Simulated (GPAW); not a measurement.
Crystal: As2S.

```
As S
1.0
    -3.50648    3.50648    2.48592
     3.50648   -3.50648    2.48592
     3.50648    3.50648   -2.48592
As S
4 2
Direct
  0.87500 0.12500 0.25000
  0.87500 0.62500 0.75000
  0.37500 0.12500 0.25000
  0.87500 0.12500 0.75000
  0.25000 0.75000 0.50000
  0.50000 0.50000 0.00000
```

The cell comes from a database or a generator and needn't be the stable form of this composition.

Base run:

- Program: GPAW 26.7.0
- Functional: r2SCAN
- Potentials or basis: GPAW PAW data sets (gpaw-data 1.2.1)
- Cutoff: 600 eV
- Basis: pw
- k mesh: 5 × 5 × 5
- Occupations: fermi-dirac, width 0.05 eV
- Spin: no spin polarisation

Its results: pressure -1.3 GPa.

Problem. The run is repeated on the same cell with these changes: functional from r2SCAN to LDA; potentials or basis from GPAW PAW data sets (gpaw-data 1.2.1) to the program's PAW data sets (release 1.2.1) made for this functional. What comes out?

Solution. Pressure -4.6 GPa.

Caveats: the PAW data sets were made with another functional, which shifts forces and pressure a little (some runs).
